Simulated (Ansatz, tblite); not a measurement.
**The cluster YCu4+: isomers from a random search**

One table from this session's results is given with a row withheld; the runs are named, their logs left out.

Program: Ansatz 0.2.0, Gaussian basis. Level of theory: relaxed with r2SCAN-D4/def2-SVP, singlet. These are calculated values, not measurements.

6 further runs of the same task are left out: 6 set aside as unsound or not needed. Runs told in other sessions of the task aren't counted.

**The starting structure**

5 atoms, charge 1, spin multiplicity 1.

Atoms are counted from 1 here; the program's logs count them from 0.

Bond lengths: Y1–Cu2 2.763 Å, Y1–Cu3 2.760 Å, Cu2–Cu4 2.322 Å, Cu3–Cu5 2.323 Å, Cu4–Cu5 2.370 Å. Angles: Cu2–Y1–Cu3 100.3°, Y1–Cu2–Cu4 105.8°, Y1–Cu3–Cu5 106.3°, Cu2–Cu4–Cu5 114.2°, Cu3–Cu5–Cu4 113.4°.

Geometry (Å):

```
Y     0.7382    1.8086    1.1466
Cu    0.2657    1.5032   -1.5581
Cu    0.0788   -0.7136    2.0527
Cu   -0.4868   -0.6771   -1.8275
Cu   -0.5959   -1.9213    0.1863
```

Y takes a core potential in the def2 sets. No spin-orbit coupling is included. The ion is computed in the gas phase, without counter-ions or solvent.

A search from random starts with GFN2-xTB found 4 distinct shapes; 2 go on here. The structure above is candidate A, which lies 0.00 eV above the lowest at that level; B lies 0.28 eV above the lowest at that level.

The first run:

File in.yaml:

```yaml
crystal:
  periodic: [false, false, false]
  atoms:
    - {symbol: Y, position_ang: [0.738190, 1.808630, 1.146610]}
    - {symbol: Cu, position_ang: [0.265660, 1.503250, -1.558080]}
    - {symbol: Cu, position_ang: [0.078780, -0.713550, 2.052710]}
    - {symbol: Cu, position_ang: [-0.486770, -0.677060, -1.827540]}
    - {symbol: Cu, position_ang: [-0.595860, -1.921270, 0.186300]}
basis:
  gaussian: {orbitals: def2-SVP}
total_charge: 1
hamiltonian: {xc: r2scan, dispersion: d4}
scf: {lower_state_search: "off"}
output: {orbitals: {seedname: orbitals}}
relax: {f_tol: 0.02, max_steps: 100}
```

The run is started by

```console
> ansatz run in.yaml --threads 4 --pin off --events-out ev --progress --plain --max-ram 4787MiB
```

Among the steps run: Relaxing candidate A; Relaxing candidate B; Candidate A, PBE0-D4/def2-TZVP; Candidate A, PBE-D4/def2-TZVP; Candidate A, r2SCAN-D4/def2-TZVP; Candidate A, HF/def2-TZVP; Candidate A, LDA/def2-TZVP; Candidate A, r2SCANh-D4/def2-TZVP; Candidate A, PBE-D4/def2-SVP; Candidate A, PBE0-D4/def2-SVP; Candidate A, CCSD(T)/def2-SVP; Candidate A, MP2/def2-TZVP.

One of the session's tables, all rows but one given; the rest of the session is left out.

It belongs to the step «A against B». 

```
               level  A above B (kcal/mol)
            GFN1-xTB                 -30.7
            GFN2-xTB                 -87.2
         HF/def2-SVP                 -18.8
        HF/def2-TZVP                 -19.3
       LDA/def2-TZVP                  +1.6
     PBE-D4/def2-SVP                     ?
    PBE-D4/def2-TZVP                  -2.2
 r2SCAN-D4/def2-TZVP                  -0.9
r2SCANh-D4/def2-TZVP                  -2.2
    PBE0-D4/def2-SVP                  -1.8
   PBE0-D4/def2-TZVP                  -4.6
        MP2/def2-SVP                  -0.6
       MP2/def2-TZVP                  -3.8
       CCSD/def2-SVP                  -8.0
    CCSD(T)/def2-SVP                  -4.0
```

**Question.** Estimate the row for PBE-D4/def2-SVP.

As computed: A above B (kcal/mol): +1.5. In the column «A above B (kcal/mol)» it lies between MP2/def2-SVP (-0.6) and LDA/def2-TZVP (+1.6).

CCSD(T)/def2-SVP is no safe reference here (restricted state is unstable towards broken spin symmetry).

Caveats from the session: A random search of this size may have missed the true lowest shape. Only singlets are compared; another spin may lie lower and prefer another shape.
